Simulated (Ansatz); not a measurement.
**C₁₀H₁₀ClFZr: one species, many methods**

The task here is to estimate one member of a computed series from the others.

The runs use Ansatz 0.2.0, Gaussian basis; functionals in def2-TZVPP, the program's frozen cores in correlated methods.

Plan: LDA (SPW92), PBE-D4, revPBE-D4, BLYP-D4, r2SCAN-D4, B97M-V, PBE0-D4, B3LYP-D4, r2SCANh-D4, r2SCAN0-D4, HSE06-D4, BHLYP-D4, CAM-B3LYP-D4, LC-ωPBE, ωB97X-V, ωB97M-V, B2PLYP, PBE-QIDH; CCSD(T)/def2-SVP; CCSD(T)/def2-TZVPP; MP2/def2-QZVPP; extrapolation to the limit; RPA on PBE.

1 further run of the same task is left out (for a known fault of the program).

### Structure used throughout

The geometry comes from an earlier relaxation with PBE0-D4 in a triple-zeta def2 set; it is a stationary point, not always the lowest conformer. Zr takes the def2 core potential; no spin-orbit term is included.

SMILES `[F][Zr]12345678([Cl])([C@H]9[C@@H]1[C@@H]2[C@@H]3[C@H]94)[C@H]1[C@@H]5[C@@H]6[C@@H]7[C@H]18`, 23 atoms, charge 0, spin multiplicity 1.

Atoms are counted from 1 here; the program's logs count them from 0.

Bond lengths: F1–Zr2 1.936 Å, Zr2–Cl3 2.423 Å, Zr2–C4 2.540 Å, Zr2–C5 2.502 Å, Zr2–C6 2.519 Å, Zr2–C7 2.530 Å, Zr2–C8 2.537 Å, Zr2–C9 2.508 Å, Zr2–C10 2.527 Å, Zr2–C11 2.534 Å, Zr2–C12 2.542 Å, Zr2–C13 2.516 Å, C4–C5 1.410 Å, C4–C8 1.403 Å, C4–H14 1.079 Å, C5–C6 1.418 Å, C5–H15 1.080 Å, C6–C7 1.404 Å and more. Angles: F1–Zr2–Cl3 101.2°, F1–Zr2–C4 77.3°, F1–Zr2–C5 94.7°, F1–Zr2–C6 127.0°, F1–Zr2–C7 127.6°, F1–Zr2–C8 95.7°, F1–Zr2–C9 106.6°, F1–Zr2–C10 79.2°, F1–Zr2–C11 84.9°, F1–Zr2–C12 116.4°, F1–Zr2–C13 132.9°, Cl3–Zr2–C4 111.3°, Cl3–Zr2–C5 134.5°, Cl3–Zr2–C6 113.4°, Cl3–Zr2–C7 83.3°, Cl3–Zr2–C8 82.2°, Cl3–Zr2–C9 132.1°, Cl3–Zr2–C10 124.1° and more.

The first run:

Contents of in.yaml:

```yaml
crystal:
  periodic: [false, false, false]
  atoms:
    - {symbol: F, position_ang: [0.631807, -0.321737, -2.332331]}
    - {symbol: Zr, position_ang: [0.306100, -0.462664, -0.429128]}
    - {symbol: Cl, position_ang: [1.228063, -2.652226, 0.046584]}
    - {symbol: C, position_ang: [-2.029382, -0.636479, -1.411757]}
    - {symbol: C, position_ang: [-2.009585, 0.477809, -0.547629]}
    - {symbol: C, position_ang: [-1.857311, -0.003819, 0.777232]}
    - {symbol: C, position_ang: [-1.743358, -1.401733, 0.719198]}
    - {symbol: C, position_ang: [-1.843911, -1.792699, -0.639045]}
    - {symbol: C, position_ang: [0.763513, 1.801441, 0.547471]}
    - {symbol: C, position_ang: [1.672449, 1.660804, -0.517554]}
    - {symbol: C, position_ang: [2.578095, 0.632283, -0.187121]}
    - {symbol: C, position_ang: [2.244438, 0.153146, 1.096085]}
    - {symbol: C, position_ang: [1.117210, 0.862393, 1.549545]}
    - {symbol: H, position_ang: [-2.088327, -0.597890, -2.488616]}
    - {symbol: H, position_ang: [-2.122984, 1.511012, -0.841405]}
    - {symbol: H, position_ang: [-1.831741, 0.599466, 1.671760]}
    - {symbol: H, position_ang: [-1.580183, -2.065072, 1.555257]}
    - {symbol: H, position_ang: [-1.755623, -2.801621, -1.011598]}
    - {symbol: H, position_ang: [-0.049341, 2.510054, 0.599160]}
    - {symbol: H, position_ang: [1.645308, 2.201986, -1.451397]}
    - {symbol: H, position_ang: [3.365887, 0.252992, -0.820662]}
    - {symbol: H, position_ang: [2.736873, -0.652803, 1.616650]}
    - {symbol: H, position_ang: [0.622002, 0.725346, 2.499292]}
basis:
  gaussian: {orbitals: def2-TZVPP}
hamiltonian: {xc: lda}
output: {orbitals: {seedname: orbitals}}
```

Run with:

```bash
$ ansatz run in.yaml --threads 11 --pin off --events-out ev --progress --plain --max-ram 174080MiB --backend cuda --devices 0, --max-vram 75GiB
```

Steps of the session up to this table: LDA; PBE-D4 (GGA); revPBE-D4 (GGA); BLYP-D4 (GGA); r2SCAN-D4 (meta-GGA); B97M-V (meta-GGA); B3LYP-D4 (hybrid); r2SCANh-D4 (hybrid); r2SCAN0-D4 (hybrid); HSE06-D4 (hybrid); BHLYP-D4 (hybrid); CAM-B3LYP-D4 (range-separated); LC-ωPBE (range-separated); ωB97X-V (range-separated); ωB97M-V (range-separated); B2PLYP (double hybrid); PBE-QIDH (double hybrid).

One table of the session follows, with a row left open; its other results are not shown here.

It belongs to the step «Orbital energies across the functionals». 

```
  functional  HOMO (eV)  gap (eV)
 LDA (SPW92)      -6.13      3.64
      PBE-D4      -5.93      3.72
   revPBE-D4      -5.86      3.76
     BLYP-D4      -5.75      3.67
   r2SCAN-D4      -6.13      4.07
      B97M-V      -6.17      4.13
     PBE0-D4      -6.96      5.63
    B3LYP-D4      -6.74      5.20
  r2SCANh-D4      -6.52      4.78
  r2SCAN0-D4      -7.09      5.85
    HSE06-D4      -6.57      4.87
    BHLYP-D4      -7.79      7.49
CAM-B3LYP-D4      -8.15      7.90
     LC-ωPBE      -9.42     10.27
     ωB97X-V      -9.08      9.87
     ωB97M-V          ?         ?
```

Q: Estimate the row for ωB97M-V from the others.

The run gave: HOMO (eV): -8.98; gap (eV): 9.67. In the column «HOMO (eV)» it lies between ωB97X-V (-9.08) and CAM-B3LYP-D4 (-8.15).
